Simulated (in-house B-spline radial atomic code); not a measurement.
# Ni⁶⁺: ionisation energy by several methods

An exercise on one series of results from a longer session: the logs are not shown, and one member is left open.

The numbers are computed with in-house B-spline radial atomic code version 1 (scalar-relativistic (X2C), several functionals, spin-polarised, exact exchange averaged over the configuration; spherical all-electron atom at the radial basis limit), except any that are marked as measured or tabulated.

### The atom as given

| Quantity | Value |
| --- | --- |
| element | nickel (Z = 28) |
| charge | +6 |
| electrons | 22 |
| configuration | [Ar] 3d4 |
| nucleus | Fermi, rms radius 3.776 fm |

The outer shells:

[Ar] 3d4
```
[Ar] core
3d [↑ ][↑ ][↑ ][↑ ][  ]
```

Where spins are not typed, each open shell is filled with up spins first.

Set-up of the first run:

Settings of the run:

```ini
Z = 28
electrons = 22.0
configuration = [Ar] 3d4
hamiltonian = x2c
method = hse06
spin_polarised = True
nucleus = fermi
rms_radius = 3.7757
mass_number = 58
atomic_mass = 57.93534165
speed_of_light = 137.035999084
exact_exchange = averaged over the configuration
```

Started as:

```
> python run_scf.py task.json out
```

The settings of every run stand in task.json; they run in order.

Among the steps run: HSE06, a range-separated hybrid; BHandHLYP, a global hybrid; TPSSh, a global hybrid; LC-ωPBE, a range-separated hybrid; B3LYP, a global hybrid; r2SCAN0, a global hybrid.

One table of the session follows, with a row left open; its other results are not shown here.

```
   method  ΔSCF (eV)
BHandHLYP     134.28
    TPSSh          ?
    B3LYP     134.39
  r2SCAN0     134.79
    HSE06     134.27
  LC-ωPBE     134.26
```

Estimate the missing values for TPSSh.

As computed: ΔSCF (eV): 134.21. In the column «ΔSCF (eV)» it is the lowest.
